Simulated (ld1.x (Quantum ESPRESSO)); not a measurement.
# Pseudopotential generation for cobalt: TM, PBE

Do these settings give a usable potential? It is generated, then checked for transferability, scattering, ghosts and hardness.

Program: ld1.x (Quantum ESPRESSO) 7.5. Reference atom: PBE, scalar-relativistic, spherical and spin-unpolarised. All values are calculated.

### Step 1. Settings

Typed settings, in words:

| Item | Value |
| --- | --- |
| element | cobalt (Co, Z = 27) |
| type | norm-conserving Troullier–Martins (Kleinman–Bylander form) |
| frozen core | [Ne] 3s2 |
| valence charge | 15 |
| reference configuration | 3p6 3d7.5 4s1.5 4p0 |
| partial waves | 4s (bound): rc 1.85 bohr; 3p (bound): rc 0.90 bohr; 3d (bound): rc 1.05 bohr; 4f channel at 0.15 Ry: rc 1.50 bohr |
| local potential | all-electron potential smoothed inside 1.15 bohr (lloc = -1) |
| core correction | Bessel-smoothed model core inside 0.55 bohr |

### Step 2. Generating the potential

Co.in

```
 &input
   title='Co', zed=27., rel=1, dft='PBE', iswitch=3,
   config='[Ar] 3d7.5 4s1.5 4p0 4f-2',
   nld=4, rlderiv=2.00, eminld=-7.0, emaxld=5.0, deld=0.02
 /
 &inputp
   pseudotype=2, tm=.true., lloc=-1, rcloc=1.15,
   nlcc=.true., new_core_ps=.true., rcore=0.55,
   file_pseudopw='Co.UPF', file_wfcaegen='ae.wfc', file_wfcncgen='nc.wfc', file_beta='beta', file_chi='chi'
 /
4
4S  1  0   1.50   0.00  1.85  1.85  0.0
3P  2  1   6.00   0.00  0.90  0.90  0.0
3D  3  2   7.50   0.00  1.05  1.05  0.0
4F  4  3  -2.00   0.15  1.50  1.50  0.0
 &test
   configts(1)='3p6 3d7.5 4s1.5 4p0'
 /
```

Run with:

```
$ ld1.x < Co.in > Co.out
```

Output in Co.out (without the banner and most projector matrices):

```text
     Program LD1 v.7.5
     --------------------------- All-electron run ----------------------------

     Co
     scalar relativistic calculation

     atomic number is 27.00
     dft =PBE   lsd =0 sic =0 latt =0  beta=0.20 tr2=1.0E-14
     Exchange-correlation= PBE
                           (   1   4   3   4   0   0   0)
     mesh =1193 r(mesh) =  99.89935 a.u. xmin = -7.00 dx = 0.01250
     1 Ry =  13.60569312 eV, c = 137.03599908

     n l     nl                  e(Ry)          e(Ha)          e(eV)
     1 0     1S 1( 2.00)      -557.8930      -278.9465     -7590.5215
     2 0     2S 1( 2.00)       -65.8623       -32.9311      -896.1022
     2 1     2P 1( 6.00)       -56.3787       -28.1893      -767.0710
     3 0     3S 1( 2.00)        -7.3358        -3.6679       -99.8083
     3 1     3P 1( 6.00)        -4.6389        -2.3195       -63.1156
     3 2     3D 1( 7.50)        -0.4442        -0.2221        -6.0440
     4 0     4S 1( 1.50)        -0.3594        -0.1797        -4.8905
     4 1     4P 1( 0.00)        -0.0754        -0.0377        -1.0256

     final scf error:  6.3E-15 reached in  26 iterations

     Etot =   -2786.365447 Ry,   -1393.182723 Ha,  -37910.433198 eV

     Ekin =    2822.314687 Ry,    1411.157344 Ha,   38399.547529 eV
     Encl =   -6679.464472 Ry,   -3339.732236 Ha,  -90878.743838 eV
     Eh   =    1189.639724 Ry,     594.819862 Ha,   16185.873017 eV
     Exc  =    -118.855386 Ry,     -59.427693 Ha,   -1617.109906 eV

     normalization and overlap integrals

     s(1S/1S) =  1.000000  <r> =   0.0562  <r2> =    0.0042  r(max) =   0.0366
     s(2S/2S) =  1.000000  <r> =   0.2554  <r2> =    0.0770  r(max) =   0.2131
     s(2P/2P) =  1.000000  <r> =   0.2249  <r2> =    0.0621  r(max) =   0.1723
     s(3S/3S) =  1.000000  <r> =   0.7755  <r2> =    0.6950  r(max) =   0.6731
     s(3P/3P) =  1.000000  <r> =   0.8195  <r2> =    0.7940  r(max) =   0.6816
     s(3D/3D) =  1.000000  <r> =   1.1238  <r2> =    1.7576  r(max) =   0.6731
     s(4S/4S) =  1.000000  <r> =   3.0006  <r2> =   10.5685  r(max) =   2.3790
     s(4P/4P) =  1.000000  <r> =   4.7731  <r2> =   27.8398  r(max) =   3.4614

     ------------------------ End of All-electron run ------------------------

     --------------------- Generating NC pseudopotential ---------------------

      Generating local potential from pseudized AE potential:
      Matching radius rcloc =   1.1500

      Local pseudo, rcloc= 1.138 Estimated cut-off energy=    19.26 Ry

      Computing core charge for nlcc:

       r > 0.55 : true rho core
      Core charge pseudized with two Bessel functions
      Integrated core pseudo-charge :   3.78

      Wfc   4S  rcut= 1.830  Using Troullier-Martins method

      Wfc   3P  rcut= 0.909  Using Troullier-Martins method

      Wfc   3D  rcut= 1.056  Using Troullier-Martins method

      Wfc   4F  rcut= 1.498  Using Troullier-Martins method

     ------------------- End of pseudopotential generation -------------------

     [... the all-electron block is printed once more ...]


     Computing logarithmic derivative in   2.00959
     Computing logarithmic derivative in   2.00959
     Computing the partial wave expansion
     R is outside the sphere for l=    0 j= 0.00
     R is outside the sphere for l=    1 j= 0.00
     R is outside the sphere for l=    2 j= 0.00
     R is outside the sphere for l=    3 j= 0.00

     ---------------------- Testing the pseudopotential ----------------------

     Co
     scalar relativistic calculation

     atomic number is 27.00   valence charge is 15.00
     dft =PBE   lsd =0 sic =0 latt =0  beta=0.20 tr2=1.0E-14
     mesh =1193 r(mesh) =  99.89935 xmin = -7.00 dx = 0.01250

     n l     nl             e AE (Ry)        e PS (Ry)    De AE-PS (Ry)
     2 1     3P   1( 6.00)       -4.63891       -4.63901        0.00011
     3 2     3D   1( 7.50)       -0.44423       -0.44423       -0.00000
     1 0     4S   1( 1.50)       -0.35944       -0.35944       -0.00000
     3 1     4P   1( 0.00)       -0.07538       -0.07557        0.00020

     eps = 2.1E-15  iter =  8

     Etot =   -2786.365447 Ry,   -1393.182723 Ha,  -37910.433198 eV
     Etotps =  -222.358365 Ry,    -111.179182 Ha,   -3025.339677 eV

     Ekin =     153.310230 Ry,      76.655115 Ha,    2085.891941 eV
     Encl =    -487.082890 Ry,    -243.541445 Ha,   -6627.100329 eV
     Ehrt =     188.746308 Ry,      94.373154 Ha,    2568.024339 eV
     Ecxc =     -35.795649 Ry,     -17.897825 Ha,    -487.024621 eV
     (Ecc =      -7.538013 Ry,      -3.769006 Ha,    -102.559886 eV)
     Epseu=     -41.536363 Ry,     -20.768181 Ha,    -565.131008 eV

     ---------------------- End of pseudopotential test ----------------------
```

Run time: 1.9 s. Hardware: 1 thread, shared host. This counts the later configuration tests of the new file too.

All-electron and pseudo partial waves u(r) = r·R(r), from the program's wave files:

| r (bohr) | 3d AE | 3d PS | 3p AE | 3p PS |
| --- | --- | --- | --- | --- |
| 0.093 | 0.0672 | 0.0184 | -0.5411 | 0.0555 |
| 0.185 | 0.2729 | 0.1283 | -0.5222 | 0.2099 |
| 0.278 | 0.5092 | 0.3535 | -0.0355 | 0.4380 |
| 0.370 | 0.7004 | 0.6238 | 0.4876 | 0.6927 |
| 0.463 | 0.8317 | 0.8464 | 0.8788 | 0.9297 |
| 0.555 | 0.9041 | 0.9616 | 1.1004 | 1.0993 |
| 0.648 | 0.9310 | 0.9829 | 1.1858 | 1.1801 |
| 0.740 | 0.9254 | 0.9526 | 1.1749 | 1.1734 |
| 0.833 | 0.8987 | 0.9066 | 1.1055 | 1.1054 |
| 0.925 | 0.8600 | 0.8608 | 1.0063 | 1.0063 |
| 1.018 | 0.8143 | 0.8143 | 0.8939 | 0.8939 |
| 1.110 | 0.7665 | 0.7665 | 0.7820 | 0.7820 |
| 1.203 | 0.7178 | 0.7178 | 0.6748 | 0.6748 |
| 1.295 | 0.6707 | 0.6707 | 0.5780 | 0.5780 |
| 1.388 | 0.6252 | 0.6252 | 0.4906 | 0.4906 |
| 1.480 | 0.5826 | 0.5826 | 0.4150 | 0.4150 |
| 1.573 | 0.5422 | 0.5422 | 0.3489 | 0.3489 |
| 1.665 | 0.5049 | 0.5049 | 0.2929 | 0.2929 |
| 1.758 | 0.4698 | 0.4698 | 0.2447 | 0.2447 |
| 1.850 | 0.4376 | 0.4376 | 0.2043 | 0.2043 |
| 1.943 | 0.4074 | 0.4074 | 0.1700 | 0.1700 |
| 2.035 | 0.3797 | 0.3797 | 0.1415 | 0.1415 |
| 2.128 | 0.3538 | 0.3538 | 0.1173 | 0.1173 |
| 2.220 | 0.3301 | 0.3301 | 0.0974 | 0.0974 |
| 2.313 | 0.3078 | 0.3078 | 0.0807 | 0.0807 |
| 2.405 | 0.2874 | 0.2874 | 0.0668 | 0.0668 |

### Step 3. Configuration tests

Co.test.in

```
 &input
   title='Co', zed=27., rel=1, dft='PBE', iswitch=2,
   config='[Ar] 3d7.5 4s1.5 4p0 4f-2'
 /
 &test
   file_pseudo='Co.UPF', nconf=8,
   configts(1)='3p6 3d7.5 4s1.5 4p0',
   configts(2)='3p6 3d7 4s2 4p0',
   configts(3)='3p6 3d7 4s1 4p0',
   configts(4)='3p6 3d7 4s0 4p0',
   configts(5)='3p5 3d7 4s2 4p0',
   configts(6)='3p6 3d6 4s0 4p0',
   configts(7)='3p6 3d7 4s1 4p1',
   configts(8)='3p6 3d6 4s2 4p1'
 /
```

Run with:

```
$ ld1.x < Co.test.in > Co.test.out
```

Co.test.out, the pseudopotential blocks:

```text
     ---------------------- Testing the pseudopotential ----------------------

     Co
     scalar relativistic calculation

     atomic number is 27.00   valence charge is 15.00
     dft =PBE   lsd =0 sic =0 latt =0  beta=0.20 tr2=1.0E-14
     mesh =1193 r(mesh) =  99.89935 xmin = -7.00 dx = 0.01250

     n l     nl             e AE (Ry)        e PS (Ry)    De AE-PS (Ry)
     2 1     3P   1( 6.00)       -4.63891       -4.63901        0.00011
     3 2     3D   1( 7.50)       -0.44423       -0.44423       -0.00000
     1 0     4S   1( 1.50)       -0.35944       -0.35944       -0.00000
     3 1     4P   1( 0.00)       -0.07538       -0.07557        0.00020

     eps = 7.0E-15  iter =  7

     Etot =   -2786.365447 Ry,   -1393.182723 Ha,  -37910.433198 eV
     Etotps =  -222.358367 Ry,    -111.179184 Ha,   -3025.339707 eV

     Ekin =     153.310227 Ry,      76.655113 Ha,    2085.891899 eV
     Encl =    -487.082890 Ry,    -243.541445 Ha,   -6627.100328 eV
     Ehrt =     188.746308 Ry,      94.373154 Ha,    2568.024344 eV
     Ecxc =     -35.795649 Ry,     -17.897825 Ha,    -487.024620 eV
     (Ecc =      -7.538013 Ry,      -3.769006 Ha,    -102.559886 eV)
     Epseu=     -41.536362 Ry,     -20.768181 Ha,    -565.131001 eV

     ---------------------- End of pseudopotential test ----------------------

     ---------------------- Testing the pseudopotential ----------------------

     Co
     [...]
     n l     nl             e AE (Ry)        e PS (Ry)    De AE-PS (Ry)
     2 1     3P   1( 6.00)       -4.82419       -4.82986        0.00567  !
     3 2     3D   1( 7.00)       -0.60298       -0.60649        0.00351
     1 0     4S   1( 2.00)       -0.40202       -0.40079       -0.00122
     3 1     4P   1( 0.00)       -0.09383       -0.09443        0.00059

     eps = 5.2E-15  iter = 11

     Etot =   -2786.294851 Ry,   -1393.147426 Ha,  -37909.472697 eV
     Etotps =  -222.286720 Ry,    -111.143360 Ha,   -3024.364891 eV
     dEtot_ae =       0.070596 Ry
     dEtot_ps =       0.071648 Ry,   Delta E=      -0.001052 Ry

     [...]
     ---------------------- End of pseudopotential test ----------------------

     ---------------------- Testing the pseudopotential ----------------------

     Co
     [...]
     n l     nl             e AE (Ry)        e PS (Ry)    De AE-PS (Ry)
     2 1     3P   1( 6.00)       -5.47350       -5.47436        0.00086
     3 2     3D   1( 7.00)       -1.24646       -1.24672        0.00026
     1 0     4S   1( 1.00)       -0.93803       -0.93715       -0.00089
     3 1     4P   1( 0.00)       -0.54886       -0.54939        0.00053

     eps = 4.2E-15  iter =  8

     Etot =   -2785.631149 Ry,   -1392.815574 Ha,  -37900.442563 eV
     Etotps =  -221.624146 Ry,    -110.812073 Ha,   -3015.350119 eV
     dEtot_ae =       0.734298 Ry
     dEtot_ps =       0.734221 Ry,   Delta E=       0.000077 Ry

     [...]
     ---------------------- End of pseudopotential test ----------------------

     ---------------------- Testing the pseudopotential ----------------------

     Co
     [...]
     n l     nl             e AE (Ry)        e PS (Ry)    De AE-PS (Ry)
     2 1     3P   1( 6.00)       -6.22769       -6.22293       -0.00476
     3 2     3D   1( 7.00)       -1.98916       -1.98600       -0.00316
     1 0     4S   1( 0.00)       -1.53869       -1.54061        0.00192
     3 1     4P   1( 0.00)       -1.07841       -1.07999        0.00158

     eps = 5.7E-15  iter =  8

     Etot =   -2784.397424 Ry,   -1392.198712 Ha,  -37883.656885 eV
     Etotps =  -220.390071 Ry,    -110.195035 Ha,   -2998.559672 eV
     dEtot_ae =       1.968023 Ry
     dEtot_ps =       1.968296 Ry,   Delta E=      -0.000273 Ry

     [...]
     ---------------------- End of pseudopotential test ----------------------

     ---------------------- Testing the pseudopotential ----------------------

     Co
     [...]
     n l     nl             e AE (Ry)        e PS (Ry)    De AE-PS (Ry)
     2 1     3P   1( 5.00)       -6.03170       -6.04901        0.01732  !
     3 2     3D   1( 7.00)       -1.73413       -1.75143        0.01730  !
     1 0     4S   1( 2.00)       -1.07563       -1.06803       -0.00760  !
     3 1     4P   1( 0.00)       -0.63820       -0.64014        0.00194

     eps = 5.8E-15  iter = 16

     Etot =   -2780.891001 Ry,   -1390.445501 Ha,  -37835.949571 eV
     Etotps =  -216.870158 Ry,    -108.435079 Ha,   -2950.668812 eV
     dEtot_ae =       5.474446 Ry
     dEtot_ps =       5.488210 Ry,   Delta E=      -0.013764 Ry

     [...]
     ---------------------- End of pseudopotential test ----------------------

     ---------------------- Testing the pseudopotential ----------------------

     Co
     [...]
     n l     nl             e AE (Ry)        e PS (Ry)    De AE-PS (Ry)
     2 1     3P   1( 6.00)       -7.62638       -7.62911        0.00273
     3 2     3D   1( 6.00)       -3.31966       -3.32012        0.00046
     1 0     4S   1( 0.00)       -2.38146       -2.37952       -0.00194
     3 1     4P   1( 0.00)       -1.82341       -1.82645        0.00304

     eps = 6.3E-15  iter =  9

     Etot =   -2781.761040 Ry,   -1390.880520 Ha,  -37847.787048 eV
     Etotps =  -217.755320 Ry,    -108.877660 Ha,   -2962.712053 eV
     dEtot_ae =       4.604407 Ry
     dEtot_ps =       4.603048 Ry,   Delta E=       0.001360 Ry

     [...]
     ---------------------- End of pseudopotential test ----------------------

     ---------------------- Testing the pseudopotential ----------------------

     Co
     [...]
     n l     nl             e AE (Ry)        e PS (Ry)    De AE-PS (Ry)
     2 1     3P   1( 6.00)       -4.96132       -4.96168        0.00036
     3 2     3D   1( 7.00)       -0.73593       -0.73563       -0.00030
     1 0     4S   1( 1.00)       -0.48673       -0.48566       -0.00107
     3 1     4P   1( 1.00)       -0.15575       -0.15597        0.00022

     eps = 9.3E-15  iter = 14

     Etot =   -2785.975082 Ry,   -1392.987541 Ha,  -37905.122020 eV
     Etotps =  -221.968506 Ry,    -110.984253 Ha,   -3020.035378 eV
     dEtot_ae =       0.390364 Ry
     dEtot_ps =       0.389861 Ry,   Delta E=       0.000503 Ry

     [...]
     ---------------------- End of pseudopotential test ----------------------

     ---------------------- Testing the pseudopotential ----------------------

     Co
     [...]
     n l     nl             e AE (Ry)        e PS (Ry)    De AE-PS (Ry)
     2 1     3P   1( 6.00)       -5.39507       -5.41236        0.01729  !
     3 2     3D   1( 6.00)       -1.11526       -1.12640        0.01114  !
     1 0     4S   1( 2.00)       -0.57203       -0.56661       -0.00542  !
     3 1     4P   1( 1.00)       -0.19286       -0.19415        0.00129

     eps = 8.9E-15  iter = 14

     Etot =   -2785.584838 Ry,   -1392.792419 Ha,  -37899.812478 eV
     Etotps =  -221.570587 Ry,    -110.785294 Ha,   -3014.621415 eV
     dEtot_ae =       0.780609 Ry
     dEtot_ps =       0.787780 Ry,   Delta E=      -0.007171 Ry

     [...]
     ---------------------- End of pseudopotential test ----------------------
```

Energies count from the reference configuration 3p6 3d7.5 4s1.5 4p0; the error is all-electron less pseudo.

| valence configuration | charge | ΔE all-electron (eV) | error AE − PS (meV) |
| --- | --- | --- | --- |
| 3p6 3d7 4s2 4p0 | 0 | 0.961 | -14 |
| 3p6 3d7 4s1 4p0 | +1 | 9.991 | +1.0 |
| 3p6 3d7 4s0 4p0 | +2 | 26.776 | -3.7 |
| 3p5 3d7 4s2 4p0 | +1 | 74.484 | -187 |
| 3p6 3d6 4s0 4p0 | +3 | 62.646 | +19 |
| 3p6 3d7 4s1 4p1 | 0 | 5.311 | +6.8 |
| 3p6 3d6 4s2 4p1 | 0 | 10.621 | -98 |

### Step 4. Does it scatter like the atom?

Taken from the files of the generation run. The phase is arctan(r·u′/u) with u = r·R, unwrapped, with energies in Ry. A pole is an energy at which the radial function vanishes at the test radius. The pseudo phase is shifted by a multiple of π to meet the all-electron one at the reference energy. Levels narrower than the energy grid can be missing from the poles. The last column is the largest difference on the grid between −1 and +1 Ry.

```tsv
channel	radius (bohr)	reference (Ry)	poles AE	poles PS	window around the reference with phases within 0.05 rad (Ry)	largest difference near zero (rad)
s	2.01	-0.36	4.46	-6.48, 3.73	-6.4 to 3.9	0.019
p	2.01	-4.64	-4.54	-4.54	the whole range	0.006
d	2.01	-0.44	-0.07	-0.07	below 3.0	0.002
f	2.01	0.15	none	none	the whole range	0.000
```

Phases (rad) along the scan:

| E (Ry) | s AE | s PS | f AE | f PS |
| --- | --- | --- | --- | --- |
| -7.00 | 1.414 | 4.489 | 1.407 | 1.407 |
| -6.48 | 1.377 | 1.545 | 1.402 | 1.402 |
| -5.96 | 1.359 | 1.360 | 1.397 | 1.397 |
| -5.44 | 1.343 | 1.340 | 1.391 | 1.391 |
| -4.92 | 1.326 | 1.322 | 1.385 | 1.385 |
| -4.40 | 1.307 | 1.303 | 1.378 | 1.378 |
| -3.88 | 1.284 | 1.280 | 1.370 | 1.370 |
| -3.36 | 1.256 | 1.252 | 1.361 | 1.361 |
| -2.84 | 1.219 | 1.215 | 1.351 | 1.351 |
| -2.32 | 1.170 | 1.166 | 1.340 | 1.340 |
| -1.80 | 1.098 | 1.095 | 1.327 | 1.327 |
| -1.28 | 0.986 | 0.983 | 1.312 | 1.312 |
| -0.76 | 0.791 | 0.790 | 1.293 | 1.293 |
| -0.24 | 0.413 | 0.413 | 1.270 | 1.270 |
| 0.28 | -0.228 | -0.236 | 1.242 | 1.242 |
| 0.80 | -0.805 | -0.824 | 1.204 | 1.204 |
| 1.32 | -1.118 | -1.141 | 1.154 | 1.154 |
| 1.84 | -1.284 | -1.310 | 1.081 | 1.081 |
| 2.36 | -1.385 | -1.414 | 0.969 | 0.969 |
| 2.88 | -1.451 | -1.485 | 0.776 | 0.776 |
| 3.40 | -1.500 | -1.540 | 0.411 | 0.413 |
| 3.92 | -1.538 | -1.588 | -0.201 | -0.198 |
| 4.44 | -1.570 | -1.633 | -0.776 | -0.773 |
| 4.96 | -1.598 | -1.681 | -1.100 | -1.098 |

### Step 5. Plane-wave convergence, by spherical Bessel functions

This step uses the generator's waves and projectors in a separate script. Basis: spherical Bessel functions vanishing at 20 bohr, q² up to the cutoff; potential fixed at the reference.

All-electron valence levels (Ry): 4s -0.3594, 3p -4.6389, 4p -0.0754, 3d -0.4442. The lowest levels of each channel (Ry) by cutoff; the last column sums, over occupied levels, occupation times the distance from the level at 400 Ry. A positive value at high cutoff is not a bound level.

| cutoff (Ry) | s #1 | s #2 | p #1 | p #2 | d #1 | f #1 | Σ f·Δε (mRy) |
| --- | --- | --- | --- | --- | --- | --- | --- |
| 8 | -0.3605 | 0.0056 | -1.3983 | -0.0075 | 0.0592 | 0.1111 | 23220.8 |
| 25 | -5.3220 | -0.3590 | -3.8953 | -0.0563 | 0.0586 | 0.1111 | 8233.7 |
| 50 | -6.4246 | -0.3594 | -4.6009 | -0.0742 | 0.0570 | 0.1111 | 3987.0 |
| 100 | -6.5050 | -0.3594 | -4.6344 | -0.0755 | -0.2240 | 0.1111 | 1678.6 |
| 180 | -6.5053 | -0.3594 | -4.6388 | -0.0755 | -0.4430 | 0.1111 | 9.7 |
| 300 | -6.5053 | -0.3594 | -4.6390 | -0.0755 | -0.4441 | 0.1111 | 0.7 |
| 400 | -6.5053 | -0.3594 | -4.6390 | -0.0755 | -0.4442 | 0.1111 | 0.0 |

The sum stays within 10 mRy from 180 Ry and within 1 mRy from 300 Ry. The sum leaves out empty levels, which can need more. Ghost test: ghost state, bound below the all-electron valence or empty levels of the same l: s at -88.5 eV.

### Step 6. Outcome

```
                                                quantity                          value
               cutoffs for 10 and 1 mRy, occupied levels              180 Ry and 300 Ry
                                            bound ghosts                 s at -88.51 eV
                            largest test error (AE − PS)  -187 meV, for 3p5 3d7 4s2 4p0
largest phase difference near zero energy, channels read                      0.019 rad
```

In words: A bound ghost (s) makes it unfit for use: electrons can fall into a state that the atom doesn't have. The worst unpolarised test, 3p5 3d7 4s2 4p0, is off by 187 meV on 74.5 eV; by total energies transferability rates as fair for so large an energy. That test lies far up in energy; among those under 40 eV, nearer to bonding, the largest error is 98 meV. The potential is very hard: the looser tolerance needs 180 Ry. The slowest occupied level is 3d: taken alone it needs 200 Ry to come within 1 mRy, against 140 Ry for 3p. Near zero energy the phases of the channels with partial waves agree within 0.019 rad. The pseudo curves have a pole with no partner nearby in the atom's: s at -6.48 Ry. These are tests on the free atom; a crystal test is still owed.
